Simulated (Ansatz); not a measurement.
# Ta3AsAu2O13 (Cm) in Ansatz: notebook

Aim: see how the results for Ta3AsAu2O13 move with the level of theory and the settings. Levels: RPBE, revPBE. Tasks: relaxation of cell and atoms.

All numbers are computed with Ansatz 0.2.0; they aren't measurements. Logs are shortened: lines on timing, memory, paths and dates and some standing lists are left out, and cuts for length are marked.

## (1) The crystal as given

Symmetry: Cm, No. 8, monoclinic system. Conventional cell: a = 12.861 Å, b = 3.887 Å, c = 10.986 Å, α = 90.00°, β = 103.45°, γ = 90.00°. Ta (site symmetry m) is surrounded by 4 O at 1.83 to 2.03 Å. Around Ta (site symmetry m) lie 5 O at 1.83 to 2.10 Å. Ta (site symmetry m) is surrounded by 5 O at 1.86 to 2.08 Å. Around As (site symmetry m) lie 3 O at 1.73 to 1.80 Å. Au (site symmetry m) is surrounded by 5 O at 1.97 to 2.26 Å. Around Au (site symmetry m) lie 4 O at 1.98 to 2.05 Å. Around O (site symmetry m) lie 1 As at 1.73 Å. O (site symmetry m) has 1 Ta at 1.83 Å and 1 Au at 1.97 Å as nearest neighbours.

The cell was built by a generator and needn't be a form met in nature.

## (2) Relaxation of cell and atoms, RPBE

input.yaml reads:

```yaml
crystal:
  lattice:
    - [6.4303, -1.94333, -0.00483]
    - [6.4303, 1.94333, -0.00483]
    - [-2.54785, 0.0, 10.68617]
  atoms:
    - { symbol: Ta, position: [0.42174, 0.42174, 0.35289] }
    - { symbol: Ta, position: [0.60514, 0.60514, 0.67616] }
    - { symbol: Ta, position: [0.33575, 0.33575, 0.98865] }
    - { symbol: As, position: [0.62199, 0.62199, 0.00347] }
    - { symbol: Au, position: [0.71608, 0.71608, 0.3478] }
    - { symbol: Au, position: [0.30523, 0.30523, 0.63263] }
    - { symbol: O, position: [0.69967, 0.69967, 0.15479] }
    - { symbol: O, position: [0.56266, 0.56266, 0.34673] }
    - { symbol: O, position: [0.27377, 0.27377, 0.44492] }
    - { symbol: O, position: [0.32994, 0.32994, 0.81777] }
    - { symbol: O, position: [0.48263, 0.48263, 0.55126] }
    - { symbol: O, position: [0.75351, 0.75351, 0.62745] }
    - { symbol: O, position: [0.36278, 0.36278, 0.18289] }
    - { symbol: O, position: [0.87969, 0.87969, 0.36594] }
    - { symbol: O, position: [0.57427, 0.57427, 0.83568] }
    - { symbol: O, position: [0.11671, 0.11671, 0.67068] }
    - { symbol: O, position: [0.49325, 0.49325, 0.03078] }
    - { symbol: O, position: [0.16601, 0.16601, 0.98717] }
    - { symbol: O, position: [0.79918, 0.79918, 0.98234] }
hamiltonian:
  xc: rpbe
  pseudopotentials: { kind: paw }
kpoints:
  mp_grid: { grid: [5, 5, 2] }
scf:
  occupations: { method: fermi_dirac, width: 0.05 }
output:
  forces: true
  stress: true
  eigenvalues: true
relax:
  f_tol: 0.01
  max_steps: 40
  cell: { stress_tol: 0.05 }
```

Potentials or basis: Ansatz PAW.

Launch:

```console
> ansatz run input.yaml --threads 8 --pin off --max-ram 20480MiB --backend cpu --events-out ev --progress --plain --runs-dir out
```

Log:

```text
Warning: RAYON_NUM_THREADS=8 ignored (pool sized by the plan → 8); use --threads N
Engine: ansatz 0.2.0, aarch64-unknown-linux-gnu
Pseudopotentials: kind: paw
Pseudopotential: Ta, paw, valence charge 13, recommended cutoff 420 eV (normal), Ta.paw.azcp
Pseudopotential: As, paw, valence charge 15, recommended cutoff 420 eV (normal), As.paw.azcp
Pseudopotential: Au, paw, valence charge 19, recommended cutoff 420 eV (normal), Au.paw.azcp
Pseudopotential: O, paw, valence charge 6, recommended cutoff 420 eV (normal), O.paw.azcp
Functional definition: RPBE
  parameter kappa = 0.804
  parameter beta = 0.06672455060314922
  exchange = rpbe_x(kappa = kappa, mu = beta*pi^2/3)
  correlation = pbe_c(beta = beta)
Crystal: 19 atoms, lattice volume = 267.025 Å³
Basis set: ecut = 420 eV, 5263 PW (Γ), exchange–correlation on 90×90×150 points (8 copies of the dense FFT grid, shifted against one another)
Bands: 104, of which v1, the nominal top of the filled ones, is band 85 counted from 1 (84 counted from 0)
Symmetry: 2 space group operations
Space group: Cm (ITA 8), of the structure as read, at distance tolerance 6.4e-5 Å
k-points: 18 of 50 (time reversal used)
Non-local potential: Ta, projectors of the file, l = 0: 3, l = 1: 2, l = 2: 2, l = 3: 1
Non-local potential: As, projectors of the file, l = 0: 2, l = 1: 2, l = 2: 3, l = 3: 1
Non-local potential: Au, projectors of the file, l = 0: 3, l = 1: 2, l = 2: 2, l = 3: 1
Non-local potential: O, projectors of the file, l = 0: 2, l = 1: 2, l = 2: 1
PAW form: soft (Blöchl's): semilocal exchange-correlation on the pseudo side does not see the compensation charge
PAW frozen core: Ta, regenerated for the run's functional, and the local potential with it (the file was generated under x = pbe(κ = 0.804, μ = 0.2195149727645171), c = pbe(β = 0.06672455060314922))
PAW frozen core: As, regenerated for the run's functional, and the local potential with it (the file was generated under x = pbe(κ = 0.804, μ = 0.2195149727645171), c = pbe(β = 0.06672455060314922))
PAW frozen core: Au, regenerated for the run's functional, and the local potential with it (the file was generated under x = pbe(κ = 0.804, μ = 0.2195149727645171), c = pbe(β = 0.06672455060314922))
PAW frozen core: O, regenerated for the run's functional, and the local potential with it (the file was generated under x = pbe(κ = 0.804, μ = 0.2195149727645171), c = pbe(β = 0.06672455060314922))
PAW one-centre angular grid: Ta, 590 points (default); XC on 64 Gauss nodes
PAW one-centre angular grid: As, 590 points (default); XC on 64 Gauss nodes
PAW one-centre angular grid: Au, 590 points (default); XC on 64 Gauss nodes
PAW one-centre angular grid: O, 110 points (default); XC on 64 Gauss nodes
Initial density: superposition of atomic densities (neutral atoms: chi_scale 0, normalization atom), corrected by the library's trained network
Initial wavefunctions: pseudopotential atomic-orbital guess
Functional: x = rpbe, c = pbe(β = 0.06672455060314922)
SCF iter   1: F=—  HF=-68420.683982 eV  |F-HF|=—  |Δ(HF+E_count)|=         —  Δρ=1.17e-2  dr2=8.90e-1  ethr=1.77e-3  ⟨swp⟩=6.0  Hψ=6474  notcnv=0  defer=132
preconditioner: auto → LDOS  [metal: Δε(μ)=0.004 eV  Ē_g=11.240 eV  σ=0.050 eV  W_gap=0.02  n_scr=78 (ndim 8)  ℏωp=24.9 eV  f_vac=0.160  D(μ)=3.26/eV (n_scr^D=12)  β→1.0]
SCF iter   2: F=—  HF=-68420.715832 eV  |F-HF|=—  |Δ(HF+E_count)|=   3.18e-2  Δρ=1.55e-2  dr2=8.01e-1  ethr=5.23e-4  ⟨swp⟩=3.0  Hψ=3165  notcnv=0  defer=193
SCF iter   3: F=—  HF=-68420.576218 eV  |F-HF|=—  |Δ(HF+E_count)|=   1.40e-1  Δρ=4.41e-3  dr2=5.21e-2  ethr=4.71e-4  ⟨swp⟩=2.3  Hψ=2635  notcnv=0  defer=193
SCF iter   4: F=—  HF=-68420.577364 eV  |F-HF|=—  |Δ(HF+E_count)|=   1.15e-3  Δρ=3.24e-3  dr2=3.87e-2  ethr=3.06e-5  ⟨swp⟩=2.0  Hψ=2927  notcnv=0  defer=203
SCF iter   5: F=—  HF=-68420.574114 eV  |F-HF|=—  |Δ(HF+E_count)|=   3.25e-3  Δρ=1.98e-3  dr2=1.12e-2  ethr=2.27e-5  ⟨swp⟩=2.0  Hψ=2742  notcnv=0  defer=196
[... 219 lines left out ...]
  E_nonlocal   = 137.314303
  E_hartree    = 6906.752869
  E_xc         = -2139.728712
  E_vxc        = -2444.672381  (∫ρ·V_xc dr)
  E_paw        = -48584.038062  (= ΣΔE_a)
  E_vpaw       = -1285.257353  (= ΣTr[D̂ρ^β])
  E_aug_tail   = 0.035240  (compensation charges beyond the density's cutoff)
  E_ewald      = -12474.584675
  E_core_change = -0.683760  (= ΣΔE_core)
  E_smearing   = -0.034323  (= −TS)
  E_closure    = -0.000000  (closes the sum)
  Σ components = -68420.662823   (vs F -68420.662823, Δ=0.00e0)
--- Forces (eV/Å), atoms counted from 1 ---
  atom   1  Ta     0.00393927    -0.00000000    -0.00597333
  atom   2  Ta    -0.00258695    -0.00000000    -0.00162765
  atom   3  Ta     0.00804277     0.00000000     0.00381414
  atom   4  As     0.00022981     0.00000000    -0.00200031
  atom   5  Au     0.00458053     0.00000000    -0.00356540
  atom   6  Au     0.00528530     0.00000000    -0.00215257
[... 11 lines left out ...]
  atom  18  O     -0.00431436    -0.00000000     0.00250542
  atom  19  O      0.00159650    -0.00000000    -0.00059462
  max |Σ_I F_I| component: 6.93e-6 eV/Å
--- Stress (GPa, compression-positive) ---
        0.000227       0.000000      -0.003167
        0.000000      -0.010047       0.000000
       -0.003167       0.000000      -0.001723
  P = ⅓ Tr σ = -0.0038 GPa (-0.038 kbar)
--- Band table (eV; the first three rows and the last of 18) ---
  k-point 0: bands = ["-98.1503", "-98.0999", "-60.9464", "-60.8076", "-60.7625", "-49.9684", "-49.9439", "-49.8053", "-49.3685", "-49.3143", "-49.0366", "-29.6182", "-29.5795", "-29.5560", "-29.4912", "-29.4835", "-27.6540", "-27.4741", "-27.4653", "-27.4419", "-27.4047", "-27.3394", "-27.3004", "-27.2549", "-27.2342", "-12.2930", "-11.5390", "-11.2031", "-10.7519", "-10.6046", "-10.4104", "-10.3520", "-10.2607", "-10.1286", "-9.8944", "-9.7320", "-9.3837", "-9.1429", "-2.0274", "0.5495", "0.7322", "0.9039", "1.2533", "1.4246", "1.4663", "1.4966", "1.7012", "1.8083", "2.1114", "2.5212", "2.6668", "2.6824", "2.9165", "3.1775", "3.3697", "3.4507", "3.9221", "4.1159", "4.1981", "4.4110", "4.4152", "4.6208", "4.7481", "4.8235", "4.9376", "4.9700", "5.0231", "5.1295", "5.1521", "5.2541", "5.2993", "5.3376", "5.4922", "5.6007", "5.6198", "5.6649", "5.8582", "6.0674", "6.2261", "6.3144", "6.4643", "6.6464", "6.6845", "6.8188", "7.3263", "7.3858", "8.0363", "8.9258", "10.1343", "10.5611", "10.9793", "11.0446", "11.1556", "11.3472", "11.8252", "11.8402", "12.3549", "12.4498", "12.6233", "12.9038", "13.2719", "13.6151", "14.5571", "14.6683"]
[... 3 lines left out ...]
--- Relaxed structure (12 steps of the walk, 12 accepted, 2 SCFs on fresh bases) ---
  F+E_penalty+E_count = -68420.66282343 eV   max|allowed force component| = 8.043e-3 eV/Å   (the final SCF, on the basis selected at the relaxed cell)
  cell:  # Å, volume = 275.5477 Å³
    - [6.540123389727865, -1.9527656269401035, -0.004679707393853867]
    - [6.540123389727865, 1.9527656269401035, -0.004679707393853858]
    - [-2.591037393169906, 2.2966532226664965e-17, 10.789602065978002]
  atoms:
    - { symbol: Ta, position: [0.4237555017085487, 0.4237555017085487, 0.35238625723762895] }
    - { symbol: Ta, position: [0.6027864740975776, 0.6027864740975776, 0.6748635198405158] }
    - { symbol: Ta, position: [0.33764623531673965, 0.33764623531673965, 0.9876598010526311] }
    - { symbol: As, position: [0.6201104004787773, 0.6201104004787773, 0.002562283801928067] }
    - { symbol: Au, position: [0.7167668962297981, 0.7167668962297981, 0.34810678419515406] }
    - { symbol: Au, position: [0.30148651527241643, 0.30148651527241643, 0.631911270401081] }
    - { symbol: O, position: [0.6965789083150252, 0.6965789083150252, 0.1527090451302307] }
    - { symbol: O, position: [0.5635862232567951, 0.5635862232567951, 0.34990610466646255] }
    - { symbol: O, position: [0.27130824984210955, 0.27130824984210955, 0.4445243182744359] }
    - { symbol: O, position: [0.3274993763809627, 0.3274993763809627, 0.8171594694971163] }
    - { symbol: O, position: [0.4810178325931498, 0.4810178325931498, 0.5521675697948795] }
    - { symbol: O, position: [0.7497336668640481, 0.7497336668640481, 0.6279898231337707] }
    - { symbol: O, position: [0.36653037864139054, 0.36653037864139054, 0.1844681107049371] }
    - { symbol: O, position: [0.879909759958929, 0.879909759958929, 0.3664270913547686] }
    - { symbol: O, position: [0.5755201791705573, 0.5755201791705573, 0.8353481151173981] }
    - { symbol: O, position: [0.11423553298647515, 0.11423553298647515, 0.6697495672005983] }
    - { symbol: O, position: [0.4935020848607579, 0.4935020848607579, 0.028090937246059707] }
    - { symbol: O, position: [0.16860236754823918, 0.16860236754823918, 0.9875460772559157] }
    - { symbol: O, position: [0.8094234164777044, 0.8094234164777044, 0.9864238540944883] }
```

It took 2 min on 8 threads of Arm Neoverse V2, shared host; peak memory 1.7 GiB.

Results:

```yaml
Free_energy: -68420.6628 eV
Relaxed_volume: 14.50 Å³/atom
Relaxed_cell: a = 6.825 Å, b = 6.825 Å, c = 11.096 Å, α = 102.97°, β = 102.97°, γ = 33.25°
Space_group_after_relaxing_to_0.05_Å: Cm (No. 8)
Energy_gained_by_relaxing: 4.7 meV/atom
Ionic_steps: 14
Pressure_after_relaxing: 0.0 GPa
Largest_force_after_relaxing: 0.009 eV/Å
Band_gap_on_the_k_mesh: none (metal or under the smearing width)
```

Forces on the atoms (eV/Å):
```
Ta   0.004  0.000 -0.006
Ta  -0.003  0.000 -0.002
Ta   0.008  0.000  0.004
As   0.000  0.000 -0.002
Au   0.005  0.000 -0.004
Au   0.005  0.000 -0.002
O   -0.003  0.000  0.004
O   -0.004  0.000  0.001
O   -0.003  0.000  0.001
O   -0.002  0.000  0.002
O   -0.002  0.000  0.000
O   -0.001  0.000  0.001
O    0.001  0.000  0.005
O    0.001  0.000  0.001
O    0.002  0.000  0.001
O   -0.002  0.000 -0.001
O   -0.003  0.000 -0.005
O   -0.004  0.000  0.003
O    0.002  0.000 -0.001
```

The path:
| step | energy change (eV) | largest force (eV/Å) | volume (Å³) |
| --- | --- | --- | --- |
| 1 | 0.0000 | 0.0981 | 267.03 |
| 2 | -0.0480 | 0.2055 | 273.62 |
| 3 | -0.0522 | 0.1093 | 273.77 |
| 4 | -0.0550 | 0.1001 | 274.10 |
| 5 | -0.0526 | 0.3605 | 274.99 |
| 6 | -0.0578 | 0.0566 | 274.87 |
| 7 | -0.0580 | 0.0231 | 274.89 |
| 8 | -0.0579 | 0.0132 | 274.96 |
| 9 | -0.0581 | 0.0155 | 274.91 |
| 10 | -0.0579 | 0.0049 | 274.97 |
| 11 | -0.0884 | 0.0057 | 274.97 |
| 12 | -0.0866 | 0.0153 | 275.63 |
| 13 | -0.0869 | 0.0089 | 275.55 |
| 14 | -0.0890 | 0.0089 | 275.55 |

Final structure:
```yaml
crystal:
  lattice:
    - [6.54012, -1.95277, -0.00468]
    - [6.54012, 1.95277, -0.00468]
    - [-2.59104, 0.00000, 10.78960]
  atoms:
    - { symbol: Ta, position: [0.42376, 0.42376, 0.35239] }
    - { symbol: Ta, position: [0.60279, 0.60279, 0.67486] }
    - { symbol: Ta, position: [0.33765, 0.33765, 0.98766] }
    - { symbol: As, position: [0.62011, 0.62011, 0.00256] }
    - { symbol: Au, position: [0.71677, 0.71677, 0.34811] }
    - { symbol: Au, position: [0.30149, 0.30149, 0.63191] }
    - { symbol: O, position: [0.69658, 0.69658, 0.15271] }
    - { symbol: O, position: [0.56359, 0.56359, 0.34991] }
    - { symbol: O, position: [0.27131, 0.27131, 0.44452] }
    - { symbol: O, position: [0.32750, 0.32750, 0.81716] }
    - { symbol: O, position: [0.48102, 0.48102, 0.55217] }
    - { symbol: O, position: [0.74973, 0.74973, 0.62799] }
    - { symbol: O, position: [0.36653, 0.36653, 0.18447] }
    - { symbol: O, position: [0.87991, 0.87991, 0.36643] }
    - { symbol: O, position: [0.57552, 0.57552, 0.83535] }
    - { symbol: O, position: [0.11424, 0.11424, 0.66975] }
    - { symbol: O, position: [0.49350, 0.49350, 0.02809] }
    - { symbol: O, position: [0.16860, 0.16860, 0.98755] }
    - { symbol: O, position: [0.80942, 0.80942, 0.98642] }
```

Caveat: the plane-wave basis is chosen anew once the cell has moved, so the energies of steps on either side of that aren't comparable; the pressure holds a Pulay correction of +0.5 GPa for the finite cutoff; the PAW data sets come from PBE, with cores solved anew for the run's functional, which leaves a small shift of forces and pressure.

## (3) Relaxation of cell and atoms, revPBE

input.yaml, as its differences from that of step 2:

```diff
@@ -26,3 +26,3 @@
 hamiltonian:
-  xc: rpbe
+  xc: revpbe
   pseudopotentials: { kind: paw }
```

Potentials or basis: Ansatz PAW.

Launch:

```console
> ansatz run input.yaml --threads 8 --pin off --max-ram 20480MiB --backend cpu --events-out ev --progress --plain --runs-dir out
```

Wall time 2.6 min (8 threads of Arm Neoverse V1, shared host); peak memory 1.7 GiB.

The run converged. Its results:

```yaml
Free_energy: -68393.5181 eV
Relaxed_volume: 14.39 Å³/atom
Relaxed_cell: a = 6.797 Å, b = 6.797 Å, c = 11.066 Å, α = 102.93°, β = 102.93°, γ = 33.36°
Space_group_after_relaxing_to_0.05_Å: Cm (No. 8)
Energy_gained_by_relaxing: 2.6 meV/atom
Ionic_steps: 13
Pressure_after_relaxing: 0.0 GPa
Largest_force_after_relaxing: 0.005 eV/Å
Band_gap_on_the_k_mesh: none (metal or under the smearing width)
```

Forces on the atoms (eV/Å):
```
Ta   0.002  0.000  0.000
Ta  -0.002  0.000 -0.002
Ta   0.004  0.000  0.001
As   0.003  0.000  0.001
Au   0.002  0.000 -0.002
Au   0.002  0.000 -0.001
O   -0.003  0.000  0.001
O   -0.001  0.000  0.001
O    0.000  0.000  0.002
O   -0.001  0.000  0.000
O   -0.001  0.000 -0.001
O    0.000  0.000  0.001
O    0.001  0.000  0.000
O    0.000  0.000  0.000
O    0.001  0.000  0.001
O   -0.001  0.000  0.000
O   -0.003  0.000 -0.004
O   -0.003  0.000  0.002
O    0.002  0.000  0.001
```

Step by step:
| step | energy change (eV) | largest force (eV/Å) | volume (Å³) |
| --- | --- | --- | --- |
| 1 | 0.0000 | 0.0729 | 267.03 |
| 2 | -0.0220 | 0.1538 | 271.94 |
| 3 | -0.0244 | 0.0806 | 272.03 |
| 4 | -0.0256 | 0.0736 | 272.26 |
| 5 | -0.0245 | 0.2385 | 272.86 |
| 6 | -0.0266 | 0.0423 | 272.85 |
| 7 | -0.0267 | 0.0229 | 272.86 |
| 8 | -0.0266 | 0.0111 | 272.91 |
| 9 | -0.0266 | 0.0050 | 272.91 |
| 10 | -0.0490 | 0.0049 | 272.91 |
| 11 | -0.0469 | 0.0113 | 273.56 |
| 12 | -0.0478 | 0.0049 | 273.33 |
| 13 | -0.0493 | 0.0049 | 273.33 |

Final structure:
```
Ta As Au O
1.0
     6.51108   -1.95073   -0.00416
     6.51108    1.95073   -0.00416
    -2.57869    0.00000   10.76164
Ta As Au O
3 1 2 13
Direct
  0.42318 0.42318 0.35261
  0.60342 0.60342 0.67503
  0.33714 0.33714 0.98790
  0.62066 0.62066 0.00284
  0.71659 0.71659 0.34818
  0.30234 0.30234 0.63200
  0.69727 0.69727 0.15336
  0.56337 0.56337 0.34941
  0.27194 0.27194 0.44448
  0.32791 0.32791 0.81722
  0.48121 0.48121 0.55208
  0.75067 0.75067 0.62772
  0.36570 0.36570 0.18414
  0.87982 0.87982 0.36635
  0.57565 0.57565 0.83545
  0.11469 0.11469 0.66963
  0.49342 0.49342 0.02850
  0.16803 0.16803 0.98755
  0.80701 0.80701 0.98556
```

Levels at points of the mesh, in eV from the Fermi level:
```
            k point  band 81  band 82  band 83  band 84  band 85  band 86  band 87  band 88  band 89  band 90
 (0.00, 0.00, 0.00)    -0.86    -0.70    -0.64    -0.51     0.00     0.09     0.72     1.63     2.77     3.24
(0.00, 0.00, -0.50)    -0.84    -0.72    -0.70    -0.67     0.00     0.04     0.69     1.77     2.78     3.24
```

Caveat: the plane-wave basis is chosen anew once the cell has moved, so the energies of steps on either side of that aren't comparable; the pressure holds a Pulay correction of +0.5 GPa for the finite cutoff; the PAW data sets come from PBE, with cores solved anew for the run's functional, which leaves a small shift of forces and pressure. The run has no spin-orbit coupling, so splittings on Au, Ta are missing.
